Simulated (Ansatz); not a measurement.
# C8H14ClNOTi: the cost of one run

Program: Ansatz 0.2.0, Gaussian basis. Level of theory: one geometry, several basis sets. These are calculated values, not measurements.

Levels to be run: PBE0-D4/def2-SVP; ωB97M-V/def2-SVP; PBE0-D4/def2-QZVPP; ωB97M-V/def2-QZVPP; the functionals' def2-TZVPP values are taken from earlier runs.

## Step 1: The relaxed structure

The geometry comes from an earlier relaxation with PBE0-D4 in a triple-zeta def2 set; it is a stationary point, not always the lowest conformer.

SMILES `C[O][Ti]1234([Cl])([N](C)C)[C@H]5[C@@H]1[C@@H]2[C@@H]3[C@H]54`, 26 atoms, charge 0, spin multiplicity 1.

Atoms are counted from 1 here; the program's logs count them from 0.

Bond lengths: C1–O2 1.386 Å, C1–H13 1.095 Å, C1–H14 1.095 Å, C1–H15 1.097 Å, O2–Ti3 1.773 Å, Ti3–Cl4 2.282 Å, Ti3–N5 1.883 Å, Ti3–C8 2.412 Å, Ti3–C9 2.373 Å, Ti3–C10 2.361 Å, Ti3–C11 2.366 Å, Ti3–C12 2.419 Å, N5–C6 1.440 Å, N5–C7 1.439 Å, C6–H16 1.099 Å, C6–H17 1.089 Å, C6–H18 1.101 Å, C7–H19 1.098 Å and more. Angles: O2–C1–H13 109.9°, O2–C1–H14 110.3°, O2–C1–H15 111.2°, H13–C1–H14 108.4°, H13–C1–H15 108.3°, H14–C1–H15 108.6°, C1–O2–Ti3 152.8°, O2–Ti3–Cl4 106.2°, O2–Ti3–N5 101.8°, O2–Ti3–C8 116.8°, O2–Ti3–C9 144.0°, O2–Ti3–C10 122.1°, O2–Ti3–C11 90.0°, O2–Ti3–C12 87.9°, Cl4–Ti3–N5 101.9°, Cl4–Ti3–C8 84.5°, Cl4–Ti3–C9 93.6°, Cl4–Ti3–C10 127.5° and more.

## Step 2: PBE0-D4 in def2-SVP

The input, in.yaml:

```yaml
crystal:
  periodic: [false, false, false]
  atoms:
    - {symbol: C, position_ang: [2.604000, 1.255068, 1.141843]}
    - {symbol: O, position_ang: [1.249921, 1.011150, 0.975193]}
    - {symbol: Ti, position_ang: [-0.134885, -0.051830, 0.662962]}
    - {symbol: Cl, position_ang: [-1.364167, -0.076140, 2.584916]}
    - {symbol: N, position_ang: [-1.196893, 1.019630, -0.463897]}
    - {symbol: C, position_ang: [-0.785642, 2.254999, -1.078284]}
    - {symbol: C, position_ang: [-2.505232, 0.601756, -0.892397]}
    - {symbol: C, position_ang: [0.175237, -2.403184, 1.104235]}
    - {symbol: C, position_ang: [-0.764594, -2.258114, 0.056556]}
    - {symbol: C, position_ang: [-0.104958, -1.681918, -1.045302]}
    - {symbol: C, position_ang: [1.234605, -1.446370, -0.670199]}
    - {symbol: C, position_ang: [1.408367, -1.914576, 0.652524]}
    - {symbol: H, position_ang: [2.869522, 2.215360, 0.686820]}
    - {symbol: H, position_ang: [2.853288, 1.297655, 2.207069]}
    - {symbol: H, position_ang: [3.210015, 0.470935, 0.671533]}
    - {symbol: H, position_ang: [-1.508457, 3.053735, -0.861537]}
    - {symbol: H, position_ang: [0.187994, 2.565900, -0.702322]}
    - {symbol: H, position_ang: [-0.723445, 2.159683, -2.173170]}
    - {symbol: H, position_ang: [-3.249490, 1.375758, -0.661054]}
    - {symbol: H, position_ang: [-2.543104, 0.417393, -1.977275]}
    - {symbol: H, position_ang: [-2.818847, -0.307091, -0.376415]}
    - {symbol: H, position_ang: [-0.039507, -2.775013, 2.093499]}
    - {symbol: H, position_ang: [-1.808965, -2.527151, 0.109626]}
    - {symbol: H, position_ang: [-0.550666, -1.429074, -1.995116]}
    - {symbol: H, position_ang: [1.989951, -0.977874, -1.284310]}
    - {symbol: H, position_ang: [2.315942, -1.850669, 1.234492]}
basis:
  gaussian: {orbitals: def2-SVP}
hamiltonian: {xc: pbe0, dispersion: d4}
output: {orbitals: {seedname: orbitals}}
```

Run with:

```
$ ansatz run in.yaml --threads 11 --pin off --events-out ev --progress --plain --max-ram 110592MiB --backend cpu
```

Q: Estimate wall time and peak memory on 11 threads of AMD EPYC 7R13, shared host.

About 4.2 s, with a peak of 1.8 GiB.
